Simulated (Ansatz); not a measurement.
# Ge2Bi2O: the cost of one run

Program: Ansatz 0.2.0. Level of theory: DFT PBE, scalar-relativistic, plane waves, PAW, unless a step names another level. These are calculated values, not measurements.

9 further runs of the same task are left out: 3 that didn't finish, 6 set aside as unsound or not needed.

### 1 The formula and the candidates

Pauling electronegativities: Ge 2.01, Bi 2.02, O 3.44 (spread 1.43). The formula balances with common oxidation states: Ge +4, O -2, Bi -3. Tabulated atomic sizes suggest about 21 Å³/atom. 23 candidates were drawn, by swapping species into database cells of other compounds, at random by space group and Wyckoff sites, or by hand, as the table says:

```csv
name,made from,space group no.,Wyckoff sites,atoms (primitive cell),V (Å³/atom)
c01,random,166,Ge 6c; Bi 6c; O 3a,5,25.6
c02,random,191,Ge 2c; Bi 2d; O 1a,5,23.1
c03,database cell of SrSb2Ru2,139,Ge 4d; Bi 4e; O 2a,5,21.6
c04,database cell of Li2MnO2,71,Ge 4j; Bi 4i; O 2c,5,22.8
c05,random,123,"Ge 4j; Bi 1d, 1b, 2g; O 2e",10,25.3
c06,built by hand: Si2N2O (sinoite),36,Ge 8b; Bi 8b; O 4a,10,20.9
c07,database cell of EuCu2Sn2,12,Ge 4i; Bi 4i; O 2a,5,21.1
c08,database cell of Tm2GaCo2,71,Ge 4j; Bi 4h; O 2a,5,21.9
c09,random,215,"Ge 4e; Bi 4e; O 1a, 1b",10,24.6
c10,built by hand: Bi2Te2S (ordered tetradymite),166,Ge 6c; Bi 6c; O 3a,5,20.9
c11,random,99,Ge 2c; Bi 2c; O 1b,5,25.3
c12,database cell of EuFe2As2,69,Ge 8i; Bi 8f; O 4a,5,20.0
c13,random,164,Ge 2d; Bi 2c; O 1a,5,22.4
c14,random,183,Ge 2b; Bi 2b; O 1a,5,26.1
c15,database cell of Ce2InRh2,127,Ge 4g; Bi 4h; O 2a,10,20.8
c16,database cell of Er2InNi2,65,Ge 4i; Bi 4j; O 2a,5,22.7
c17,random,156,"Ge 1c, 1c; Bi 1b, 1c; O 1a",5,22.1
c18,built by hand: layered sinoite-like double sheet,164,Ge 2c; Bi 2d; O 1a,5,24.9
c19,database cell of CaBe2Ge2,129,"Ge 2c, 2b; Bi 2c, 2a; O 2c",10,22.8
c20,built by hand: oxygen-intercalated GaSe-like layers,164,Ge 2c; Bi 2d; O 1a,5,20.9
c21,random,71,Ge 4f; Bi 4h; O 2c,5,26.2
c22,database cell of LaFe2Si2,139,Ge 4e; Bi 4d; O 2a,5,21.2
c23,database cell of EuIn2P2,194,Ge 4f; Bi 4f; O 2a,10,22.9
```

### 2 Screening run of c16

Input file input.yaml:

```yaml
crystal:
  lattice:
    - [2.00171835, -7.38697378, 0.0]
    - [2.00171835, 7.38697378, 0.0]
    - [0.0, 0.0, 3.83573891]
  atoms:
    - { symbol: Ge, position: [0.19938534, 0.80061466, 0.0] }
    - { symbol: Ge, position: [0.80061466, 0.19938534, 0.0] }
    - { symbol: Bi, position: [0.36177327, 0.63822673, 0.5] }
    - { symbol: Bi, position: [0.63822673, 0.36177327, 0.5] }
    - { symbol: O, position: [0.0, 0.0, 0.0] }
basis:
  ecutwfc: 420
kpoints:
  mp_grid: { grid: [3, 3, 3] }
hamiltonian:
  xc: pbe
scf:
  occupations: { method: gaussian, width: 0.15 }
  lower_state_search: "off"
output:
  forces: true
  stress: true
  eigenvalues: true
relax:
  adjacent_minimum: "off"
  f_tol: 0.08
  max_steps: 16
  cell: { stress_tol: 0.8 }
```

Command:

```sh
> ansatz run input.yaml --threads 1 --pin off --max-ram 2560MiB --backend cpu --events-out ev --progress --plain --runs-dir out
```

**Question.** How long does this run take on 1 thread of Arm Neoverse V1, shared host, and how much memory does it need?

About 44 s, with a peak of 0.41 GiB.
